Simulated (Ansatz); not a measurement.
# WBrF3: from a guess to a relaxed structure

Aim: relax a trial structure of WBrF3 and see where it ends.

Computed with Ansatz 0.2.0 (DFT PBE, scalar-relativistic, plane waves, PAW, unless a step's input says otherwise).

2 further runs of the same task are left out: 1 that didn't finish, 1 set aside as unsound or not needed.

## Step 1: The structure to begin with

It takes space group Pm-3m (No. 221, cubic). Conventional cell: a = 4.792 Å, b = 4.792 Å, c = 4.792 Å, α = 90.00°, β = 90.00°, γ = 90.00°. Around W (site symmetry m-3m) lie 6 F at 2.40 Å. Br (site symmetry m-3m) is surrounded by 12 F at 3.39 Å. F (site symmetry 4/mmm) is surrounded by 2 W at 2.40 Å.

As a file:

```cif
data_structure
_symmetry_space_group_name_H-M 'Pm-3m'
_symmetry_Int_Tables_number 221
_cell_length_a 4.7924
_cell_length_b 4.7924
_cell_length_c 4.7924
_cell_angle_alpha 90.000
_cell_angle_beta 90.000
_cell_angle_gamma 90.000
_cell_volume 110.07
loop_
_atom_site_label
_atom_site_type_symbol
_atom_site_symmetry_multiplicity
_atom_site_Wyckoff_symbol
_atom_site_fract_x
_atom_site_fract_y
_atom_site_fract_z
_atom_site_occupancy
W1 W 1 b 0.50000 0.50000 0.50000 1
Br1 Br 1 a 0.00000 0.00000 0.00000 1
F1 F 3 c 0.00000 0.50000 0.50000 1
```

The cell is invented: species swapped into a database cell of Ca3SbP (Pm-3m, No. 221), with F on the Ca sites, Br on the Sb sites and W on the P sites. Its size is a rough estimate.

## Step 2: The guess as it stands, on a coarse mesh

File input.yaml:

```yaml
crystal:
  lattice:
    - [4.79239815, 0.0, 0.0]
    - [0.0, 4.79239815, 0.0]
    - [0.0, 0.0, 4.79239815]
  atoms:
    - { symbol: W, position: [0.5, 0.5, 0.5] }
    - { symbol: Br, position: [0.0, 0.0, 0.0] }
    - { symbol: F, position: [0.0, 0.5, 0.5] }
    - { symbol: F, position: [0.5, 0.0, 0.5] }
    - { symbol: F, position: [0.5, 0.5, 0.0] }
basis:
  ecutwfc: 420
kpoints:
  mp_grid: { grid: [4, 4, 4] }
hamiltonian:
  xc: pbe
scf:
  occupations: { method: gaussian, width: 0.1 }
  lower_state_search: "off"
output:
  forces: true
  stress: true
  eigenvalues: true
```

Launch:

```bash
$ ansatz run input.yaml --threads 1 --pin off --max-ram 2048MiB --backend cpu --events-out ev --progress --plain --runs-dir out
```

Log (excerpt; [...] marks lines left out):

```text
[...]
SCF converged after 11 iterations
Free energy (F): -15586.907626 eV
[...]
E sigma→0 (E₀):  -15586.872184 eV
Entropy (-TS):   -0.070886 eV (-14.177 meV/atom)
Fermi energy:    2.526899 eV
[...]
--- Forces (eV/Å), atoms counted from 1 ---
  atom   1  W      0.00000000    -0.00000000    -0.00000000
  atom   2  Br    -0.00000000    -0.00000000     0.00000000
  atom   3  F      0.00000000     0.00000000     0.00000000
  atom   4  F     -0.00000000    -0.00000000     0.00000000
  atom   5  F     -0.00000000     0.00000000    -0.00000000
[...]
--- Stress (GPa, compression-positive) ---
      -18.782903       0.000000       0.000000
        0.000000     -18.782903       0.000000
        0.000000       0.000000     -18.782903
  P = ⅓ Tr σ = -18.7829 GPa (-187.829 kbar)
--- Band table (eV; the first three rows and the last of 10) ---
  k-point 0: bands = ["-73.6021", "-37.6140", "-37.6140", "-37.6140", "-19.9480", "-19.8210", "-19.8210", "-9.9883", "-2.3312", "-2.3312", "-2.3312", "-0.9810", "-0.9810", "-0.9810", "-0.7945", "-0.7945", "-0.7945", "2.0318", "2.0318", "2.0318", "2.5021", "2.5021", "2.5021", "2.7381", [...]
[...]
```

Wall time 6.9 s (1 thread of Arm Neoverse V1, shared host); peak memory 0.33 GiB.

From the probe: pressure -18.8 GPa, largest force 0.00 eV/Å, gap on this mesh none (metal). A cheap, loose relaxation comes first.

## Step 3: Coarse relaxation

Edit input.yaml of step 2 so:

```diff
@@ -24 +24,6 @@
   eigenvalues: true
+relax:
+  adjacent_minimum: "off"
+  f_tol: 0.04
+  max_steps: 70
+  cell: { stress_tol: 0.4 }
```

Launch:

```bash
$ ansatz run input.yaml --threads 1 --pin off --max-ram 2048MiB --backend cpu --events-out ev --progress --plain --runs-dir out
```

Log:

```text
Warning: RAYON_NUM_THREADS=1 ignored (pool sized by the plan → 1); use --threads N
Engine: ansatz 0.2.0, aarch64-unknown-linux-gnu
Pseudopotentials: kind: paw
Pseudopotential: W, paw, valence charge 14, recommended cutoff 420 eV (normal), W.paw.azcp
Pseudopotential: Br, paw, valence charge 7, recommended cutoff 420 eV (normal), Br.paw.azcp
Pseudopotential: F, paw, valence charge 7, recommended cutoff 420 eV (normal), F.paw.azcp
Functional definition: PBE
  parameter kappa = 0.804
  parameter beta = 0.06672455060314922
  exchange = pbe_x(kappa = kappa, mu = beta*pi^2/3)
  correlation = pbe_c(beta = beta)
Crystal: 5 atoms, lattice volume = 110.067 Å³
Basis set: ecut = 420 eV, 2109 PW (Γ), exchange–correlation on 72×72×72 points (8 copies of the dense FFT grid, shifted against one another)
Bands: 26, of which v1, the nominal top of the filled ones, is band 21 counted from 1 (20 counted from 0)
Symmetry: 48 space group operations
Space group: Pm-3m (ITA 221), of the structure as read, at distance tolerance 4.8e-5 Å
k-points: 10 of 64
Non-local potential: W, projectors of the file, l = 0: 3, l = 1: 2, l = 2: 2, l = 3: 1
Non-local potential: Br, projectors of the file, l = 0: 2, l = 1: 2, l = 2: 2
Non-local potential: F, projectors of the file, l = 0: 2, l = 1: 2, l = 2: 1
PAW form: soft (Blöchl's): semilocal exchange-correlation on the pseudo side does not see the compensation charge
PAW one-centre angular grid: W, 590 points (default); XC on 64 Gauss nodes
PAW one-centre angular grid: Br, 110 points (default); XC on 64 Gauss nodes
PAW one-centre angular grid: F, 110 points (default); XC on 64 Gauss nodes
Initial density: superposition of atomic densities (neutral atoms: chi_scale 0, normalization atom), corrected by the library's trained network
Initial wavefunctions: pseudopotential atomic-orbital guess
Functional: x = pbe(κ = 0.804, μ = 0.2195149727645171), c = pbe(β = 0.06672455060314922)
SCF iter   1: F=—  HF=-15586.998394 eV  |F-HF|=—  |Δ(HF+E_count)|=         —  Δρ=2.08e-2  dr2=1.59e0  ethr=1.77e-3  ⟨swp⟩=5.8  Hψ=1142  notcnv=0
preconditioner: auto → LDOS  [insulator: Δε(μ)=0.113 eV  Ē_g=5.172 eV  σ=0.100 eV  W_gap=0.58  n_scr=26 (ndim 8)  ℏωp=18.7 eV  f_vac=0.072  D(μ)=9.04/eV (n_scr^D=92)  ε∞_Penn≈14.1  β→1.0]
SCF iter   2: F=—  HF=-15586.961148 eV  |F-HF|=—  |Δ(HF+E_count)|=   3.72e-2  Δρ=2.51e-2  dr2=2.38e0  ethr=1.77e-3  ⟨swp⟩=1.1  Hψ=341  notcnv=0
SCF iter   3: F=—  HF=-15586.917889 eV  |F-HF|=—  |Δ(HF+E_count)|=   4.33e-2  Δρ=7.84e-3  dr2=1.60e-1  ethr=1.77e-3  ⟨swp⟩=1.0  Hψ=260  notcnv=0
SCF iter   4: F=—  HF=-15586.925477 eV  |F-HF|=—  |Δ(HF+E_count)|=   7.59e-3  Δρ=1.49e-2  dr2=8.47e-1  ethr=3.81e-4  ⟨swp⟩=1.1  Hψ=285  notcnv=0  recentre
SCF iter   5: F=—  HF=-15586.909851 eV  |F-HF|=—  |Δ(HF+E_count)|=   1.56e-2  Δρ=2.64e-3  dr2=9.65e-3  ethr=3.81e-4  ⟨swp⟩=1.0  Hψ=300  notcnv=0
SCF iter   6: F=—  HF=-15586.908710 eV  |F-HF|=—  |Δ(HF+E_count)|=   1.14e-3  Δρ=3.13e-3  dr2=3.73e-2  ethr=2.30e-5  ⟨swp⟩=2.1  Hψ=397  notcnv=0
SCF iter   7: F=—  HF=-15586.907912 eV  |F-HF|=—  |Δ(HF+E_count)|=   7.98e-4  Δρ=4.82e-4  dr2=8.70e-4  ethr=2.30e-5  ⟨swp⟩=1.0  Hψ=260  notcnv=0
SCF iter   8: F=—  HF=-15586.907892 eV  |F-HF|=—  |Δ(HF+E_count)|=   1.97e-5  Δρ=1.57e-5  dr2=6.48e-7  ethr=2.07e-6  ⟨swp⟩=1.1  Hψ=261  notcnv=0
SCF iter   9: F=—  HF=-15586.907626 eV  |F-HF|=—  |Δ(HF+E_count)|=   2.66e-4  Δρ=3.13e-5  dr2=3.19e-6  ethr=2.38e-10  ⟨swp⟩=7.3  Hψ=1284  notcnv=0
SCF iter  10: F=—  HF=-15586.907626 eV  |F-HF|=—  |Δ(HF+E_count)|=   5.03e-8  Δρ=1.14e-5  dr2=3.70e-7  ethr=1.54e-9  ⟨swp⟩=1.0  Hψ=260  notcnv=0
SCF iter  11: F=-15586.907626 eV  HF=-15586.907626 eV  |F-HF|=1.15e-9  |Δ(HF+E_count)|=   8.88e-9  Δρ=1.02e-6  dr2=1.54e-9  ethr=2.38e-10  ⟨swp⟩=3.7  Hψ=749  notcnv=0
SCF 1 converged in 11 iterations: F = -15586.907626 eV  dr2 = 1.54e-9
relax step   1: F+E_penalty+E_count = -15586.90762633 eV  Δ(F+E_penalty+E_count) = +0.000e0 eV  max|allowed force component| = 3.349e-29 eV/Å  Δτ_max = 0.0000 Å  P = -18.783 GPa  Ω = 110.067 Å³  (11 SCF iters, dr2 threshold 1.00e-7 eV, accepted)
Crystal: 5 atoms, lattice volume = 94.742 Å³
Basis set: ecut = 420 eV, 1863 PW (Γ), exchange–correlation on 72×72×72 points (8 copies of the dense FFT grid, shifted against one another)
Initial density: handed on by an earlier stage of this run
Initial wavefunctions: those handed on with the density
SCF iter   1: F=—  HF=-15588.843705 eV  |F-HF|=—  |Δ(HF+E_count)|=         —  Δρ=2.19e-2  dr2=1.34e0  ethr=3.10e-3  ⟨swp⟩=5.4  Hψ=1032  notcnv=0
preconditioner: auto → LDOS  [insulator: Δε(μ)=0.192 eV  Ē_g=5.903 eV  σ=0.100 eV  W_gap=0.81  n_scr=18 (ndim 8)  ℏωp=20.2 eV  f_vac=0.033  D(μ)=4.83/eV (n_scr^D=32)  ε∞_Penn≈12.7  β→1.0]
SCF iter   2: F=—  HF=-15589.489825 eV  |F-HF|=—  |Δ(HF+E_count)|=   6.46e-1  Δρ=1.02e-1  dr2=3.22e1  ethr=3.10e-3  ⟨swp⟩=2.0  Hψ=377  notcnv=1  defer=1  recentre
SCF iter   3: F=—  HF=-15588.773915 eV  |F-HF|=—  |Δ(HF+E_count)|=   7.16e-1  Δρ=1.66e-2  dr2=7.95e-1  ethr=3.10e-3  ⟨swp⟩=1.9  Hψ=387  notcnv=0
SCF iter   4: F=—  HF=-15588.721440 eV  |F-HF|=—  |Δ(HF+E_count)|=   5.25e-2  Δρ=3.77e-3  dr2=4.21e-2  ethr=1.89e-3  ⟨swp⟩=1.0  Hψ=308  notcnv=0
SCF iter   5: F=—  HF=-15588.721800 eV  |F-HF|=—  |Δ(HF+E_count)|=   3.60e-4  Δρ=5.55e-3  dr2=9.31e-2  ethr=1.00e-4  ⟨swp⟩=1.4  Hψ=298  notcnv=0
SCF iter   6: F=—  HF=-15588.719607 eV  |F-HF|=—  |Δ(HF+E_count)|=   2.19e-3  Δρ=2.36e-3  dr2=1.69e-2  ethr=1.00e-4  ⟨swp⟩=1.0  Hψ=259  notcnv=0
SCF iter   7: F=—  HF=-15588.719368 eV  |F-HF|=—  |Δ(HF+E_count)|=   2.39e-4  Δρ=1.88e-3  dr2=1.09e-2  ethr=4.03e-5  ⟨swp⟩=1.2  Hψ=261  notcnv=0
SCF iter   8: F=—  HF=-15588.719004 eV  |F-HF|=—  |Δ(HF+E_count)|=   3.64e-4  Δρ=2.07e-4  dr2=1.27e-4  ethr=2.60e-5  ⟨swp⟩=1.1  Hψ=260  notcnv=0
SCF iter   9: F=—  HF=-15588.718878 eV  |F-HF|=—  |Δ(HF+E_count)|=   1.26e-4  Δρ=1.57e-4  dr2=7.82e-5  ethr=3.01e-7  ⟨swp⟩=1.8  Hψ=270  notcnv=0
SCF iter  10: F=—  HF=-15588.718875 eV  |F-HF|=—  |Δ(HF+E_count)|=   2.29e-6  Δρ=3.49e-5  dr2=3.79e-6  ethr=1.86e-7  ⟨swp⟩=1.3  Hψ=262  notcnv=0
SCF iter  11: F=-15588.718875 eV  HF=-15588.718875 eV  |F-HF|=1.52e-7  |Δ(HF+E_count)|=   1.25e-7  Δρ=7.59e-6  dr2=1.65e-7  ethr=1.19e-9  ⟨swp⟩=3.6  Hψ=924  notcnv=0
SCF 2 converged in 11 iterations: F = -15588.718875 eV  dr2 = 1.65e-7
relax step   2: F+E_penalty+E_count = -15588.71887501 eV  Δ(F+E_penalty+E_count) = -1.811e0 eV  max|allowed force component| = 1.033e-29 eV/Å  Δτ_max = 0.0000 Å  P = -17.920 GPa  Ω = 94.742 Å³  energy of the carried Pulay correction = +3.468e-2 eV  (11 SCF iters, dr2 threshold 5.00e-7 eV, accepted)
Crystal: 5 atoms, lattice volume = 80.910 Å³
Basis set: ecut = 420 eV, 1575 PW (Γ), exchange–correlation on 72×72×72 points (8 copies of the dense FFT grid, shifted against one another)
iter 1 solved again at ethr=1.97e-3 eV; its pass at ethr=3.10e-3 eV (dr2=8.27e-1 eV) is discarded
SCF iter   1: F=—  HF=-15590.233491 eV  |F-HF|=—  |Δ(HF+E_count)|=         —  Δρ=1.96e-2  dr2=8.30e-1  ethr=1.97e-3  ⟨swp⟩=1.0  Hψ=1463  notcnv=0
preconditioner: auto → Resta (q_TF=auto, 2.446 Å⁻¹)  ε∞=6.3  [insulator: Δε(μ)=0.229 eV  Ē_g=10.431 eV  σ=0.100 eV  W_gap=0.85  n_scr=18 (ndim 8)  ℏωp=24.1 eV  f_vac=0.008  D(μ)=3.62/eV (n_scr^D=26)  ε∞_Penn≈6.3]
SCF iter   2: F=—  HF=-15590.131919 eV  |F-HF|=—  |Δ(HF+E_count)|=   1.02e-1  Δρ=5.40e-3  dr2=3.85e-2  ethr=1.97e-3  ⟨swp⟩=1.3  Hψ=263  notcnv=0
preconditioner: auto → Kerker (q_TF=auto, 2.446 Å⁻¹)  [metal: Δε(μ)=0.035 eV  Ē_g=7.010 eV  σ=0.100 eV  W_gap=0.20  n_scr=18 (ndim 8)  ℏωp=21.8 eV  f_vac=0.010 (ignored in choosing the arm: the first look at the density read no void)  D(μ)=9.81/eV (n_scr^D=146)]
SCF iter   3: F=—  HF=-15590.125501 eV  |F-HF|=—  |Δ(HF+E_count)|=   6.42e-3  Δρ=4.09e-3  dr2=2.09e-2  ethr=9.18e-5  ⟨swp⟩=1.4  Hψ=349  notcnv=0
SCF iter   4: F=—  HF=-15590.124162 eV  |F-HF|=—  |Δ(HF+E_count)|=   1.34e-3  Δρ=3.01e-3  dr2=2.33e-2  ethr=4.97e-5  ⟨swp⟩=1.9  Hψ=302  notcnv=0
SCF iter   5: F=—  HF=-15590.123459 eV  |F-HF|=—  |Δ(HF+E_count)|=   7.03e-4  Δρ=2.12e-3  dr2=1.22e-2  ethr=4.97e-5  ⟨swp⟩=1.1  Hψ=260  notcnv=0
SCF iter   6: F=—  HF=-15590.122812 eV  |F-HF|=—  |Δ(HF+E_count)|=   6.46e-4  Δρ=6.00e-4  dr2=9.42e-4  ethr=2.89e-5  ⟨swp⟩=1.2  Hψ=261  notcnv=0
SCF iter   7: F=—  HF=-15590.122755 eV  |F-HF|=—  |Δ(HF+E_count)|=   5.71e-5  Δρ=1.03e-4  dr2=2.73e-5  ethr=2.24e-6  ⟨swp⟩=1.6  Hψ=271  notcnv=0
SCF iter   8: F=—  HF=-15590.122806 eV  |F-HF|=—  |Δ(HF+E_count)|=   5.06e-5  Δρ=1.49e-5  dr2=3.66e-7  ethr=1.19e-9  ⟨swp⟩=5.4  Hψ=1307  notcnv=0
SCF iter   9: F=-15590.122806 eV  HF=-15590.122806 eV  |F-HF|=2.23e-8  |Δ(HF+E_count)|=   1.02e-8  Δρ=3.46e-6  dr2=2.68e-8  ethr=8.71e-10  ⟨swp⟩=3.0  Hψ=884  notcnv=0
SCF 3 converged in 9 iterations: F = -15590.122806 eV  dr2 = 2.68e-8
relax step   3: F+E_penalty+E_count = -15590.12280566 eV  Δ(F+E_penalty+E_count) = -1.404e0 eV  max|allowed force component| = 1.889e-29 eV/Å  Δτ_max = 0.0000 Å  P = -12.539 GPa  Ω = 80.910 Å³  energy of the carried Pulay correction = +7.078e-2 eV  (9 SCF iters, dr2 threshold 5.00e-7 eV, accepted)
[... 15 lines left out ...]
relax step   4: F+E_penalty+E_count = -15590.62383551 eV  Δ(F+E_penalty+E_count) = -5.010e-1 eV  max|allowed force component| = 1.482e-29 eV/Å  Δτ_max = 0.0000 Å  P = +3.342 GPa  Ω = 68.494 Å³  energy of the carried Pulay correction = +1.079e-1 eV  (10 SCF iters, dr2 threshold 5.00e-7 eV, accepted)
[... 10 lines left out ...]
relax step   5: F+E_penalty+E_count = -15590.63564688 eV  Δ(F+E_penalty+E_count) = -1.181e-2 eV  max|allowed force component| = 1.530e-29 eV/Å  Δτ_max = 0.0000 Å  P = -0.160 GPa  Ω = 70.316 Å³  energy of the carried Pulay correction = +1.022e-1 eV  (6 SCF iters, dr2 threshold 5.00e-7 eV, accepted)
[... 12 lines left out ...]
relax step   6: F+E_penalty+E_count = -15590.61845026 eV  Δ(F+E_penalty+E_count) = +1.720e-2 eV  max|allowed force component| = 7.862e-30 eV/Å  Δτ_max = 0.0000 Å  P = -0.638 GPa  Ω = 70.316 Å³  stress off target by 6.38e-1 GPa  SCF on the basis re-selected at this cell (its energy is not comparable with the rows above)  (6 SCF iters)
[... 13 lines left out ...]
relax step   7: F+E_penalty+E_count = -15590.62024099 eV  Δ(F+E_penalty+E_count) = -1.791e-3 eV  max|allowed force component| = 2.385e-29 eV/Å  Δτ_max = 0.0000 Å  P = +0.019 GPa  Ω = 69.967 Å³  energy of the carried Pulay correction = +1.115e-3 eV  (6 SCF iters, dr2 threshold 5.00e-7 eV, accepted)
iter 1 solved again at ethr=1.75e-8 eV; its pass at ethr=3.10e-3 eV (dr2=7.35e-6 eV) is discarded
SCF iter   1: F=—  HF=-15590.619560 eV  |F-HF|=—  |Δ(HF+E_count)|=         —  Δρ=6.32e-5  dr2=8.95e-7  ethr=1.75e-8  ⟨swp⟩=4.9  Hψ=2098  notcnv=0
preconditioner: auto → Kerker (q_TF=auto, 2.506 Å⁻¹)  [metal: Δε(μ)=0.060 eV  Ē_g=11.772 eV  σ=0.100 eV  W_gap=0.33  n_scr=18 (ndim 8)  ℏωp=25.9 eV  f_vac=0.000  D(μ)=7.67/eV (n_scr^D=92)]
SCF iter   2: F=—  HF=-15590.618941 eV  |F-HF|=—  |Δ(HF+E_count)|=   6.19e-4  Δρ=2.99e-5  dr2=1.38e-7  ethr=2.13e-9  ⟨swp⟩=2.7  Hψ=500  notcnv=0
SCF iter   3: F=—  HF=-15590.618941 eV  |F-HF|=—  |Δ(HF+E_count)|=   4.99e-8  Δρ=1.12e-5  dr2=2.29e-8  ethr=3.28e-10  ⟨swp⟩=2.2  Hψ=368  notcnv=0
iter 4 did not close the SCF: its close was put off for the readings that it lacked (scf_convergence_deferred on its scf_iter line)
SCF iter   4: F=-15590.618941 eV  HF=-15590.618941 eV  |F-HF|=1.64e-11  |Δ(HF+E_count)|=   1.54e-8  Δρ=2.59e-6  dr2=1.82e-9  ethr=5.45e-11  ⟨swp⟩=2.0  Hψ=351  notcnv=0
iter 5 did not close the SCF: its close was put off for the readings that it lacked (scf_convergence_deferred on its scf_iter line)
SCF iter   5: F=-15590.618941 eV  HF=-15590.618941 eV  |F-HF|=7.28e-12  |Δ(HF+E_count)|=  6.20e-10  Δρ=5.23e-7  dr2=1.78e-10  ethr=4.34e-12  ⟨swp⟩=2.2  Hψ=379  notcnv=0
SCF iter   6: F=-15590.618941 eV  HF=-15590.618941 eV  |F-HF|=7.28e-12  |Δ(HF+E_count)|=  7.28e-11  Δρ=1.44e-7  dr2=1.41e-11  ethr=1.00e-12  ⟨swp⟩=3.0  Hψ=824  notcnv=0
SCF 8 converged in 6 iterations: F = -15590.618941 eV  dr2 = 1.41e-11
relax step   8: F+E_penalty+E_count = -15590.61894113 eV  Δ(F+E_penalty+E_count) = +1.300e-3 eV  max|allowed force component| = 2.027e-29 eV/Å  Δτ_max = 0.0000 Å  P = -0.009 GPa  Ω = 69.967 Å³  stress off target by 9.04e-3 GPa  SCF on the basis re-selected at this cell (its energy is not comparable with the rows above)  (6 SCF iters)
basis re-selected at this cell: Δ(F+E_penalty+E_count) = +1.300e-3 eV, ΔP = -0.028 GPa vs the last step (what re-selecting the basis moved, of the pressure what is left beyond the Pulay correction that the steps carried, after the strain that the cell walked since its last selection, with what the two solves' SCF thresholds leave and, on support functions, any second-order correction that the steps lacked; it is no measure of the basis error at this ecutwfc). This SCF's stress stands 9.04e-3 GPa from its target on what of the cell is left free (relax.cell.stress_tol is 4.00e-1 GPa) and its largest allowed force component is 2.03e-29 eV/Å (relax.f_tol is 4.00e-2 eV/Å): within both
SCF converged after 6 iterations
Free energy (F): -15590.618941 eV
Harris-Foulkes:  -15590.618941 eV  (|F-HF|=7.28e-12)
Internal energy: -15590.580618 eV  (E = F + TS)
E sigma→0 (E₀):  -15590.599780 eV
Entropy (-TS):   -0.038323 eV (-7.665 meV/atom)
Fermi energy:    8.739637 eV
--- Per-component energies (eV) ---
  E_band       = -340.049993
  E_kinetic    = 1196.214986
  E_local      = -3124.838113  (includes V_loc(G=0)·N_el)
  E_nonlocal   = 292.401218
  E_hartree    = 1136.242447
  E_xc         = -765.400966
  E_vxc        = -642.107779  (∫ρ·V_xc dr)
  E_paw        = -11410.201615  (= ΣΔE_a)
  E_vpaw       = -334.211520  (= ΣTr[D̂ρ^β])
  E_aug_tail   = 0.006188  (compensation charges beyond the density's cutoff)
  E_ewald      = -2915.004763
  E_smearing   = -0.038323  (= −TS)
  E_closure    = 0.000000  (closes the sum)
  Σ components = -15590.618941   (vs F -15590.618941, Δ=0.00e0)
--- Forces (eV/Å), atoms counted from 1 ---
  atom   1  W     -0.00000000     0.00000000    -0.00000000
  atom   2  Br     0.00000000     0.00000000     0.00000000
  atom   3  F     -0.00000000     0.00000000     0.00000000
  atom   4  F     -0.00000000     0.00000000     0.00000000
  atom   5  F      0.00000000     0.00000000     0.00000000
  max |Σ_I F_I| component: 3.26e-29 eV/Å
--- Stress (GPa, compression-positive) ---
       -0.009040      -0.000000       0.000000
       -0.000000      -0.009040       0.000000
        0.000000       0.000000      -0.009040
  P = ⅓ Tr σ = -0.0090 GPa (-0.090 kbar)
--- Band table (eV; the first three rows and the last of 10) ---
  k-point 0: bands = ["-67.7065", "-31.8432", "-31.8432", "-31.8432", "-16.8518", "-16.5247", "-16.5247", "-4.3453", "1.1459", "1.1459", "1.1459", "2.6015", "2.6015", "2.6015", "2.9078", "2.9078", "2.9078", "7.5411", "7.5411", "7.5411", "8.6080", "8.6080", "8.6080", "9.7730", "9.7730", "12.1825"]
  k-point 1: bands = ["-67.7064", "-31.8698", "-31.8426", "-31.8426", "-16.7712", "-16.5226", "-16.3707", "-4.3931", "0.0955", "1.2168", "1.2168", "2.3333", "2.3333", "2.5620", "2.8078", "2.8078", "2.8430", "7.5682", "7.6464", "8.0254", "8.0254", "8.7142", "8.7142", "9.7921", "10.9529", "13.6284"]
  k-point 2: bands = ["-67.7063", "-31.8962", "-31.8421", "-31.8421", "-16.7320", "-16.5205", "-16.1635", "-4.4402", "-0.8902", "1.3348", "1.3348", "1.9651", "1.9651", "2.7522", "2.7790", "2.8197", "2.8197", "6.8675", "7.5957", "8.1159", "8.1159", "9.1978", "9.1978", "9.8101", "11.6289", "16.0676"]
  k-point 9: bands = ["-67.7060", "-31.8937", "-31.8937", "-31.8937", "-16.1481", "-16.1481", "-16.1481", "-4.1885", "-1.0083", "-0.7893", "-0.7893", "0.6932", "0.6932", "0.6932", "3.4345", "3.4345", "3.4345", "8.3518", "8.3518", "8.3518", "9.8140", "9.8140", "9.8140", "13.9042", "13.9042", "16.1662"]
--- Relaxed structure (6 steps of the walk, 6 accepted, 2 SCFs on fresh bases) ---
  F+E_penalty+E_count = -15590.61894113 eV   max|allowed force component| = 2.027e-29 eV/Å   (the final SCF, on the basis selected at the relaxed cell)
  cell:  # Å, volume = 69.9672 Å³
    - [4.120640566667565, 7.924399250343316e-33, -1.0111132208032985e-33]
    - [5.8700739763302615e-33, 4.120640566667564, -2.5679065925163143e-34]
    - [-2.551857176313087e-33, -2.5679065925163143e-34, 4.120640566667564]
  atoms:
    - { symbol: W, position: [0.5, 0.49999999999999994, 0.49999999999999994] }
    - { symbol: Br, position: [2.4593720420050713e-35, -1.2411979752398764e-35, -9.837488168065866e-37] }
    - { symbol: F, position: [-1.1407300109652078e-35, 0.49999999999999994, 0.49999999999999994] }
    - { symbol: F, position: [0.5, 3.076831405696457e-36, 0.49999999999999994] }
    - { symbol: F, position: [0.5, 0.49999999999999994, -1.465157812258783e-37] }
```

It took 22 s on 1 thread of Arm Neoverse V1, shared host; peak memory 0.36 GiB.

Step by step:

```csv
step,energy from step 1 (eV/cell),largest force component (eV/Å),pressure (GPa),volume (Å³)
1,0.0000,0.0000,-18.78,110.07
2,-1.8112,0.0000,-17.92,94.74
3,-3.2152,0.0000,-12.54,80.91
4,-3.7162,0.0000,3.34,68.49
5,-3.7280,0.0000,-0.16,70.32
6,-3.7108,0.0000,-0.64,70.32
7,-3.7126,0.0000,0.02,69.97
8,-3.7113,0.0000,-0.01,69.97
```

Step 1 is the start. Steps 6, 8 each repeat the geometry before them on a plane-wave basis chosen anew, so the energy can jump there without any move.

|  | before | after | change |
| --- | --- | --- | --- |
| a (Å) | 4.792 | 4.121 | -14.0 % |
| b (Å) | 4.792 | 4.121 | -14.0 % |
| c (Å) | 4.792 | 4.121 | -14.0 % |
| volume (Å³/atom) | 22.01 | 13.99 | -36.4 % |
| shortest distance (Å) | 2.396 | 2.060 | -14.0 % |
| space group (0.01 Å) | Pm-3m | Pm-3m | same |

Forces and stress were held to the start's 48 operations: a distortion of lower symmetry was not tested.

(Part 1 of 2 ends here.)
